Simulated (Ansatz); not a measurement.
# AlH5O2S: a nudged elastic band, and a look at its input

Aim: a nudged elastic band from the structure below. Read the input with care, then see what the program makes of it. The step meant is a four-centre ligand exchange at charge 0 and multiplicity 1, which changes Al1–H6, S2–H5, Al1–S2, H5–H6.

Program: Ansatz 0.2.0, Gaussian basis. Level of theory: PBE0-D4/def2-SVP. These are calculated values, not measurements.

1 further run of the same task is left out (it didn't finish).

**1. The structure**

| atom | x (Å) | y (Å) | z (Å) |
| --- | --- | --- | --- |
| Al1 | -0.0970 | 0.0539 | -0.5374 |
| S2 | 1.5957 | 1.1732 | -1.3047 |
| O3 | 0.1446 | -1.5871 | -0.1997 |
| O4 | -1.5694 | 0.8796 | -0.4696 |
| H5 | 0.4260 | 0.2145 | 1.9501 |
| H6 | 0.0419 | 0.8562 | 1.8813 |
| H7 | 2.3964 | 0.0976 | -1.2012 |
| H8 | -0.5300 | -2.2003 | 0.0831 |
| H9 | -2.4083 | 0.5123 | -0.2019 |

**2. The run**

The input, run/in.yaml:

```yaml
crystal:
  periodic: [false, false, false]
  atoms:
    - {symbol: Al, position_ang: [-0.096985, 0.053903, -0.537450]}
    - {symbol: S, position_ang: [1.595749, 1.173158, -1.304675]}
    - {symbol: O, position_ang: [0.144625, -1.587065, -0.199672]}
    - {symbol: O, position_ang: [-1.569396, 0.879635, -0.469613]}
    - {symbol: H, position_ang: [0.425962, 0.214517, 1.950084]}
    - {symbol: H, position_ang: [0.041905, 0.856161, 1.881327]}
    - {symbol: H, position_ang: [2.396424, 0.097604, -1.201180]}
    - {symbol: H, position_ang: [-0.530020, -2.200322, 0.083117]}
    - {symbol: H, position_ang: [-2.408264, 0.512307, -0.201936]}
basis:
  gaussian: {orbitals: def2-SVP}
hamiltonian: {xc: pbe0, dispersion: d4}
neb:
  images: 5
  climbing: true
  max_iterations: 3
  initial_path: idpp
  final_atoms:
    - {symbol: Al, position_ang: [-0.538818, -0.280643, 0.406745]}
    - {symbol: S, position_ang: [1.456188, 0.821544, -0.781175]}
    - {symbol: O, position_ang: [-0.589559, -1.733409, -0.500230]}
    - {symbol: O, position_ang: [-1.609984, 0.976682, -0.040116]}
    - {symbol: H, position_ang: [1.430201, 1.926778, -0.017925]}
    - {symbol: H, position_ang: [-0.004875, -0.286914, 1.900039]}
    - {symbol: H, position_ang: [2.474093, 0.282792, -0.088312]}
    - {symbol: H, position_ang: [-0.403637, -2.582478, -0.105032]}
    - {symbol: H, position_ang: [-2.213607, 0.875548, -0.773995]}
```

Started as:

```
ansatz run in.yaml --threads 4 --pin off --events-out ev --progress --plain --max-ram 9574MiB
```

What does the calculation give? Wanted: this run.

**Answer**, as computed:

| quantity | value |
| --- | --- |
| this run | not converged |
| fault | too few iterations |

What this shows: Three iterations were allowed, too few to relax the band.
